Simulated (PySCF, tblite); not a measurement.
# C6H15GeN: geometry, infrared bands and NMR shifts

Aim: predict the infrared bands and NMR shifts of C6H15GeN (`C=C[C@@H](C)[C@@H]([GeH3])CN`).

The runs use tblite 0.8.0 and PySCF 2.14.0, with density-fitted response routines of our own; the level of theory stands in each step. All values are computed, except where a source is named. Atoms are numbered from 0 throughout.

## (1) Starting geometry

23 atoms, charge 0, multiplicity 1; geometry from: force field or distance geometry start.

Bonds of the start (Å): C0–C1 1.35, C1–C2 1.50, C2–C3 1.55, C2–C4 1.57, C4–Ge5 1.97, C4–C6 1.54, C6–N7 1.46, C0–H8 1.08, C0–H9 1.09, C1–H10 1.09, C2–H11 1.11, C3–H12 1.11, C3–H13 1.10, C3–H14 1.10, C4–H15 1.12, Ge5–H16 1.56, Ge5–H17 1.55, Ge5–H18 1.54, C6–H19 1.11, C6–H20 1.11, N7–H21 1.05, N7–H22 1.05.

## (2) Relaxing the molecule with GFN2-xTB

What the job is given:

```
{"job": {"kind": "relax", "xc": "GFN2-xTB", "basis": "xTB"}, "charge": 0, "multiplicity": 1}
C      2.456300    -0.988700     1.327700
C      1.906300    -0.866600     0.099900
C      1.044800     0.302000    -0.262500
C      0.924400     0.416000    -1.805500
C     -0.347000     0.226400     0.452600
Ge    -1.291600     1.947700     0.321500
C     -1.235200    -0.917400    -0.076500
N     -2.325400    -1.181200     0.861200
H      3.084400    -1.838800     1.567100
H      2.262000    -0.237400     2.097200
H      2.131900    -1.638000    -0.630900
H      1.549300     1.224900     0.083500
H      0.476000    -0.510400    -2.221500
H      0.312300     1.280800    -2.094600
H      1.932700     0.555200    -2.235400
H     -0.167800     0.064800     1.542300
H     -0.305800     3.100700     0.676400
H     -2.465800     1.964400     1.330900
H     -1.841000     2.153500    -1.103200
H     -0.621000    -1.843700    -0.163700
H     -1.648400    -0.668400    -1.073800
H     -2.783900    -2.081800     0.571100
H     -3.052300    -0.437000     0.746000
```

Started as:

```
$ OMP_NUM_THREADS=1 python probes_run.py task.json out
```

This one command runs all jobs of the session in turn.

Standard output:

```text
step      E/eV     max force
  0    -687.75425    2.004
  1    -687.86216    1.510
  2    -687.91574    0.726
  3    -687.94619    0.368
  4    -687.96717    0.295
  5    -687.97686    0.235
  6    -687.98604    0.180
  7    -687.99161    0.198
  8    -687.99665    0.168
  9    -688.00031    0.133
 10    -688.00344    0.109
 11    -688.00596    0.132
 12    -688.00792    0.111
 13    -688.00938    0.081
 14    -688.01061    0.075
 15    -688.01179    0.087
 16    -688.01290    0.094
 17    -688.01384    0.065
 18    -688.01463    0.055
 19    -688.01536    0.054
 20    -688.01607    0.073
 21    -688.01672    0.068
 22    -688.01733    0.061
 23    -688.01802    0.074
 24    -688.01889    0.078
 25    -688.01990    0.076
 26    -688.02090    0.073
 27    -688.02175    0.057
 28    -688.02244    0.062
 29    -688.02306    0.060
 30    -688.02369    0.058
 31    -688.02440    0.065
 32    -688.02517    0.070
 33    -688.02586    0.055
 34    -688.02639    0.049
 35    -688.02683    0.047
 36    -688.02731    0.056
 37    -688.02786    0.056
 38    -688.02845    0.048
 39    -688.02903    0.055
 40    -688.02969    0.077
 41    -688.03050    0.097
 42    -688.03138    0.074
 43    -688.03216    0.056
 44    -688.03283    0.051
 45    -688.03357    0.101
 46    -688.03456    0.125
 47    -688.03578    0.102
 48    -688.03698    0.083
 49    -688.03799    0.065
 50    -688.03893    0.075
 51    -688.04002    0.082
 52    -688.04129    0.098
 53    -688.04240    0.093
 54    -688.04362    0.084
 55    -688.04470    0.080
 56    -688.04608    0.068
 57    -688.04687    0.066
 58    -688.04795    0.074
 59    -688.04857    0.071
 60    -688.04907    0.049
 61    -688.04945    0.044
 62    -688.04981    0.042
 63    -688.05011    0.046
 64    -688.05036    0.030
 65    -688.05057    0.028
 66    -688.05077    0.032
 67    -688.05098    0.044
 68    -688.05121    0.040
 69    -688.05147    0.035
 70    -688.05170    0.030
 71    -688.05192    0.032
 72    -688.05210    0.028
 73    -688.05226    0.028
 74    -688.05239    0.028
 75    -688.05249    0.027
 76    -688.05257    0.017
 77    -688.05265    0.018
 78    -688.05273    0.020
 79    -688.05282    0.023
 80    -688.05291    0.019
 81    -688.05297    0.015
 82    -688.05302    0.014
 83    -688.05306    0.017
 84    -688.05310    0.016
 85    -688.05315    0.014
 86    -688.05320    0.016
 87    -688.05325    0.014
 88    -688.05331    0.020
 89    -688.05340    0.023
 90    -688.05353    0.030
 91    -688.05370    0.029
 92    -688.05388    0.031
 93    -688.05405    0.031
 94    -688.05422    0.039
 95    -688.05444    0.046
 96    -688.05467    0.046
 97    -688.05492    0.040
 98    -688.05513    0.036
 99    -688.05539    0.031
100    -688.05556    0.035
101    -688.05578    0.036
102    -688.05598    0.027
103    -688.05611    0.024
104    -688.05622    0.025
105    -688.05635    0.026
106    -688.05652    0.027
107    -688.05675    0.026
108    -688.05697    0.025
109    -688.05716    0.031
110    -688.05736    0.036
111    -688.05642    0.208
112    -688.05774    0.038
113    -688.05796    0.032
114    -688.05761    0.261
115    -688.05895    0.045
116    -688.05937    0.054
117    -688.05060    0.653
118    -688.06000    0.061
119    -688.06048    0.057
120    -688.05406    0.595
121    -688.06154    0.045
122    -688.06220    0.037
123    -688.05716    0.533
124    -688.06313    0.036
125    -688.06364    0.049
126    -688.06328    0.232
127    -688.06453    0.090
128    -688.06481    0.080
129    -688.06531    0.167
130    -688.06584    0.055
131    -688.06624    0.038
132    -688.06681    0.039
133    -688.06724    0.047
134    -688.06777    0.072
135    -688.06858    0.062
136    -688.06943    0.105
137    -688.07039    0.103
138    -688.07148    0.160
139    -688.07326    0.135
140    -688.07575    0.251
141    -688.07853    0.179
142    -688.07844    0.500
143    -688.08363    0.151
144    -688.08576    0.145
145    -688.08264    0.658
146    -688.09041    0.192
147    -688.09278    0.160
148    -688.09110    0.728
149    -688.10044    0.127
150    -688.10337    0.137
151    -688.08779    0.942
152    -688.10867    0.131
153    -688.11173    0.130
154    -688.09909    1.143
155    -688.11835    0.129
156    -688.12179    0.156
157    -688.10622    1.080
158    -688.12867    0.192
159    -688.13213    0.210
160    -688.12894    0.898
161    -688.14082    0.159
162    -688.14417    0.169
163    -688.14782    0.533
164    -688.15324    0.123
165    -688.15574    0.118
166    -688.16060    0.214
167    -688.16304    0.103
168    -688.16671    0.119
169    -688.17296    0.182
170    -688.17829    0.300
171    -688.18221    0.225
172    -688.18659    0.291
173    -688.18938    0.126
174    -688.19123    0.103
175    -688.19685    0.190
176    -688.19955    0.223
177    -688.20383    0.188
178    -688.20793    0.167
179    -688.21109    0.221
180    -688.21462    0.186
181    -688.21735    0.157
182    -688.22165    0.114
183    -688.22302    0.097
184    -688.22706    0.138
185    -688.22998    0.135
186    -688.23275    0.120
187    -688.23450    0.116
188    -688.23588    0.103
189    -688.23711    0.074
190    -688.23814    0.052
191    -688.23880    0.062
192    -688.23929    0.069
193    -688.23982    0.073
194    -688.24097    0.080
195    -688.24184    0.074
196    -688.24299    0.061
197    -688.24392    0.061
198    -688.24472    0.059
199    -688.24536    0.054
200    -688.24596    0.048
201    -688.24652    0.042
202    -688.24705    0.043
203    -688.24754    0.041
204    -688.24797    0.035
205    -688.24837    0.039
206    -688.24878    0.050
207    -688.24925    0.043
208    -688.24966    0.032
209    -688.24992    0.032
210    -688.25007    0.021
211    -688.25021    0.021
212    -688.25034    0.020
213    -688.25043    0.016
214    -688.25049    0.013
215    -688.25055    0.012
216    -688.25060    0.012
217    -688.25065    0.012
218    -688.25068    0.010
219    -688.25071    0.011
220    -688.25075    0.012
221    -688.25078    0.013
222    -688.25081    0.014
223    -688.25084    0.015
224    -688.25087    0.016
225    -688.25091    0.019
226    -688.25095    0.022
227    -688.25100    0.022
228    -688.25106    0.019
229    -688.25114    0.020
230    -688.25124    0.018
231    -688.25133    0.020
232    -688.25142    0.020
233    -688.25151    0.016
234    -688.25160    0.014
235    -688.25166    0.015
236    -688.25170    0.015
237    -688.25173    0.010
238    -688.25175    0.009
```

It took 3.3 s on 1 thread of Arm Neoverse N1, shared host; peak memory 0.18 GiB.

Along the way: (not every step is listed)

```
step  energy from step 0 (eV)  largest force (eV/Å)
   0                   0.0000                2.0042
   1                  -0.1079                1.5102
   2                  -0.1615                0.7260
   3                  -0.1919                0.3684
   4                  -0.2129                0.2947
   5                  -0.2226                0.2350
   6                  -0.2318                0.1802
   7                  -0.2374                0.1983
   8                  -0.2424                0.1682
  30                  -0.2694                0.0577
  52                  -0.2870                0.0977
  74                  -0.2981                0.0283
  96                  -0.3004                0.0459
 118                  -0.3057                0.0611
 140                  -0.3215                0.2508
 162                  -0.3899                0.1693
 184                  -0.4728                0.1384
 206                  -0.4945                0.0505
 228                  -0.4968                0.0192
 233                  -0.4973                0.0164
 234                  -0.4974                0.0141
 235                  -0.4974                0.0152
 236                  -0.4975                0.0149
 237                  -0.4975                0.0105
 238                  -0.4975                0.0093
```

Distances of close pairs at the start and the end, largest changes first:

```
   bond  before (Å)  after (Å)  change (Å)
Ge5–H17       1.549      1.494      -0.055
Ge5–H18       1.541      1.491      -0.050
Ge5–H16       1.558      1.511      -0.047
 N7–H21       1.051      1.015      -0.036
  C2–C4       1.567      1.534      -0.033
 N7–H22       1.047      1.015      -0.032
  C0–C1       1.351      1.320      -0.031
 C4–Ge5       1.968      1.995      +0.027
```

The end geometry stands in the next job.

## (3) Vibrational analysis with GFN2-xTB

What the job is given:

```
{"job": {"kind": "ir", "xc": "GFN2-xTB", "basis": "xTB"}, "charge": 0, "multiplicity": 1}
C      2.750199    -1.083420     1.093367
C      1.826694    -0.967204     0.157834
C      1.042255     0.283369    -0.108149
C      1.041958     0.610806    -1.598459
C     -0.370671     0.148443     0.473613
Ge    -1.488067     1.791469     0.296187
C     -1.223573    -0.966293    -0.113982
N     -2.587886    -0.689437     0.313676
H      3.281674    -2.004252     1.265386
H      3.016783    -0.255504     1.730494
H      1.578276    -1.813534    -0.470059
H      1.520739     1.115645     0.423568
H      0.645981    -0.215575    -2.184239
H      0.435664     1.496785    -1.786398
H      2.057582     0.807970    -1.936176
H     -0.254819    -0.049478     1.546227
H     -0.592345     3.006758     0.361426
H     -2.470720     1.964625     1.407501
H     -2.215094     1.874816    -1.002478
H     -0.867398    -1.963383     0.187207
H     -1.208667    -0.908140    -1.203961
H     -2.670575    -0.860297     1.311245
H     -3.252742    -1.297185    -0.153751
```

Standard output:

```text
mode    cm-1     km/mol
  1      45.6      0.72
  2      60.1      0.25
  3     123.1      1.63
  4     152.5      4.17
  5     170.5     14.30
  6     208.3      0.24
  7     246.0      0.20
  8     251.3      0.97
  9     259.5      2.81
 10     329.3     11.19
 11     345.2      7.49
 12     380.3     18.68
 13     418.8     29.90
 14     475.7     53.98
 15     536.8     58.46
 16     586.8      7.68
 17     607.9     53.28
 18     714.4      6.79
 19     780.0    434.21
 20     855.5     89.24
 21     865.8     27.86
 22     888.0    130.50
 23     896.2     13.97
 24     921.5     51.91
 25     944.4      3.48
 26     978.9      9.10
 27    1002.5      3.52
 28    1026.7     27.87
 29    1029.2     61.92
 30    1067.7      4.52
 31    1102.7      4.08
 32    1118.2     31.74
 33    1168.0      9.45
 34    1180.7      0.56
 35    1220.0      8.83
 36    1263.5     24.66
 37    1268.5      3.01
 38    1295.4      1.02
 39    1310.4      0.58
 40    1328.5      2.93
 41    1356.2      4.86
 42    1404.3      4.11
 43    1421.0      1.49
 44    1480.9      2.92
 45    1493.6      0.77
 46    1505.2      1.68
 47    1554.7     38.18
 48    1714.4     11.96
 49    1923.4    293.92
 50    2036.8    392.06
 51    2089.3    443.75
 52    2850.7    106.17
 53    2893.1     57.31
 54    2906.2     54.05
 55    2978.3     34.52
 56    2998.7     41.98
 57    3025.4     38.82
 58    3033.9     22.84
 59    3050.1     52.13
 60    3094.9     26.62
 61    3119.2     63.50
 62    3377.2      6.31
 63    3403.4      7.26
```

Wall time 1.6 s (1 thread of Arm Neoverse N1, shared host); peak memory 0.18 GiB.

The strongest bands and the atoms that carry them (share of the mass-weighted mode):

```
cm⁻¹  km/mol                         atoms
 780   434.2  H18 33 %, H17 32 %, H16 30 %
 856    89.2  H18 39 %, H17 20 %, H16 13 %
 888   130.5  H16 49 %, H17 34 %, H18 13 %
1923   293.9                      H16 85 %
2037   392.1  H17 61 %, H18 25 %, H16 13 %
2089   443.8            H18 68 %, H17 30 %
2851   106.2                      H19 92 %
3119    63.5              H8 62 %, H9 27 %
```

## (4) Nuclear shieldings: PBE0/pcSseg-1

The job, as its differences from that of step 3:

```diff
@@ -1,2 +1,2 @@
-{"job": {"kind": "ir", "xc": "GFN2-xTB", "basis": "xTB"}, "charge": 0, "multiplicity": 1}
+{"job": {"kind": "nmr", "xc": "PBE0", "basis": "pcSseg-1"}, "charge": 0, "multiplicity": 1}
 C      2.750199    -1.083420     1.093367
```

Method: GIAO PBE0/pcSseg-1 NMR shielding, non-relativistic, gas phase.

Standard output:

```text
coarse grid: 80696 points
cycle   1  E = -2368.4134660851  dE =  7.846e-02  |g| = 9.368e-01  |ddm| = 4.247e+00
cycle   2  E = -2368.3908457091  dE =  2.262e-02  |g| = 9.423e-01  |ddm| = 1.126e+00
cycle   3  E = -2368.5006969902  dE = -1.099e-01  |g| = 1.064e-01  |ddm| = 6.979e-01
cycle   4  E = -2368.5024792899  dE = -1.782e-03  |g| = 5.241e-02  |ddm| = 1.393e-01
cycle   5  E = -2368.5031333235  dE = -6.540e-04  |g| = 1.102e-02  |ddm| = 5.248e-02
cycle   6  E = -2368.5031609816  dE = -2.766e-05  |g| = 3.624e-03  |ddm| = 1.152e-02
cycle   7  E = -2368.5031639688  dE = -2.987e-06  |g| = 7.138e-04  |ddm| = 3.705e-03
final grid: 171864 points
cycle   8  E = -2368.5031617603  dE = -9.672e-08  |g| = 9.266e-04  |ddm| = 3.654e-03
cycle   9  E = -2368.5031615465  dE =  2.137e-07  |g| = 1.373e-03  |ddm| = 2.188e-03
cycle  10  E = -2368.5031619480  dE = -4.015e-07  |g| = 1.495e-04  |ddm| = 1.198e-03
cycle  11  E = -2368.5031619536  dE = -5.601e-09  |g| = 3.287e-05  |ddm| = 1.642e-04
cycle  12  E = -2368.5031619538  dE = -2.128e-10  |g| = 4.921e-06  |ddm| = 3.437e-05
converged SCF energy = -2368.5031619538

GIAO shielding tensors (ppm)
atom      isotropic    diamagn.    paramagn.     s11        s22        s33       span
  0 C       68.006     253.012    -185.006    -41.084     87.138    157.964    199.048
  1 C       31.737     257.121    -225.384    -96.424     42.859    148.776    245.199
  2 C      142.068     244.390    -102.321    127.924    141.645    156.636     28.712
  3 C      168.052     248.580     -80.528    154.915    165.227    184.014     29.099
  4 C      140.446     250.414    -109.968    113.227    142.399    165.712     52.486
  5 Ge    1562.307    2755.138   -1192.831   1475.994   1534.466   1676.460    200.466
  6 C      145.864     247.421    -101.557    130.228    145.604    161.759     31.530
  7 N      213.909     315.922    -102.013    189.344    218.504    233.878     44.533
  8 H       26.546      28.855      -2.309     23.496     25.247     30.896      7.400
  9 H       26.321      31.889      -5.569     22.570     25.297     31.094      8.524
 10 H       25.569      32.704      -7.135     21.567     24.973     30.167      8.599
 11 H       29.205      34.411      -5.206     25.870     27.694     34.050      8.181
 12 H       30.644      31.652      -1.008     26.495     29.901     35.534      9.039
 13 H       30.505      31.366      -0.862     24.684     31.541     35.289     10.605
 14 H       30.597      29.800       0.797     26.246     27.819     37.727     11.481
 15 H       29.745      34.855      -5.110     26.332     29.761     33.142      6.810
 16 H       28.360      30.304      -1.944     21.614     23.665     39.801     18.187
 17 H       27.856      29.870      -2.014     20.523     23.466     39.580     19.056
 18 H       28.021      29.782      -1.760     21.982     23.262     38.820     16.838
 19 H       28.418      32.299      -3.882     21.931     28.929     34.394     12.464
 20 H       29.161      32.802      -3.641     24.493     29.796     33.195      8.702
 21 H       31.306      32.132      -0.826     25.281     29.161     39.476     14.195
 22 H       30.354      30.082       0.273     22.956     26.370     41.736     18.780
```

Run time: 91 s. Hardware: 1 thread of Arm Neoverse N1, shared host; peak memory 1.1 GiB.

Shifts follow as δ = σ(reference) − σ, with reference shieldings (ppm) from runs at the same level and on the same kind of geometry: 1H TMS 31.72, 13C TMS 186.9, 15N NH3 267.7, 73Ge GeMe4 1331. The references are single molecules in the gas phase, so shifts against H2O, NH3, PH3, H3PO4 or CFCl3 are not on the usual liquid scales and can be off by tens of ppm. Atoms listed in one row are averaged.

```
        atoms                          environment  σ (ppm)  δ (ppm)
           C1                            alkene CH     31.7    155.2
           C0                 terminal =CH2 carbon     68.0    118.9
           C4                  sp3 CH bonded to Ge    140.4     46.5
           C2                       allylic sp3 CH    142.1     44.9
           C6                  sp3 CH2 bonded to N    145.9     41.1
           C3                        methyl carbon    168.1     18.9
          H10             hydrogen on an alkene CH    25.57     6.15
           H9   hydrogen on a terminal =CH2 carbon    26.32     5.40
           H8   hydrogen on a terminal =CH2 carbon    26.55     5.17
H16, H17, H18  hydrogen on a germanium bonded to C    28.08     3.64
          H19   hydrogen on an sp3 CH2 bonded to N    28.42     3.30
          H20   hydrogen on an sp3 CH2 bonded to N    29.16     2.56
          H11        hydrogen on an allylic sp3 CH    29.20     2.51
          H15   hydrogen on an sp3 CH bonded to Ge    29.75     1.97
H12, H13, H14          hydrogen on a methyl carbon    30.58     1.14
     H21, H22        hydrogen on an amine nitrogen    30.83     0.89
          Ge5           germanium bonded to C, 3 H     1562     -231
           N7                       amine nitrogen    213.9     53.8
```

Charges from the same density, by scheme (e):

```
atoms  Mulliken    IAO  Hirshfeld  ESP fit
   C0     -0.13  -0.33      -0.11    -0.50
   C1     -0.17  -0.13      -0.03    -0.07
   C2     -0.26  -0.10      -0.02     0.09
   C3     -0.21  -0.41      -0.12    -0.41
   C4     -0.53  -0.33      -0.10    -0.12
  Ge5      0.30   0.45       0.27     0.16
   C6      0.01  -0.15      -0.03     0.14
   N7     -0.45  -0.55      -0.20    -0.79
```

Mayer bond orders: C0–C1 1.99, C1–C2 1.00, C2–C3 1.03, C2–C4 0.99, C4–Ge5 0.85, C4–C6 0.97, C6–N7 1.01.

## (5) Summary of results

```
                                                              quantity                                                           value
                             strongest single infrared mode (GFN2-xTB)                                           2089 cm⁻¹, 444 km/mol
                                          zero-point energy (GFN2-xTB)                                                  120.3 kcal/mol
                                13C shifts against TMS (PBE0/pcSseg-1)                        155.2, 118.9, 46.5, 44.9, 41.1, 18.9 ppm
1H shifts against TMS (PBE0/pcSseg-1, means over atoms taken as alike)  6.15, 5.40, 5.17, 3.64, 3.30, 2.56, 2.51, 1.97, 1.14, 0.89 ppm
                             73Ge shifts against GeMe4 (PBE0/pcSseg-1)                                                        -231 ppm
                                15N shifts against NH3 (PBE0/pcSseg-1)                                                        53.8 ppm
```

What this shows: The optimisation took 238 steps and gained 0.498 eV; among the close pairs (by a distance rule), Ge5–H17 changed most, from 1.549 to 1.494 Å. All 63 modes are real, so the xTB geometry is a minimum. The strongest single mode, at 2089 cm⁻¹, moves mainly H18. GFN2-xTB is a fitted tight-binding method: band positions and strengths are rough. Its intensities can rank the bands wrongly. The most deshielded carbon is C1 (alkene CH), at 155.2 ppm: an sp2 carbon of a C=C bond. H10 (hydrogen on an alkene CH) lies farthest downfield among hydrogen, at 6.15 ppm; a vinylic proton, deshielded by the sp2 carbon and the C=C anisotropy. At PBE0/pcSseg-1: The widest tensor belongs to C1: span 245 ppm, with a paramagnetic part of -225 ppm. Spin-orbit coupling is left out, which matters for shieldings and couplings at and beside the heavy atoms.
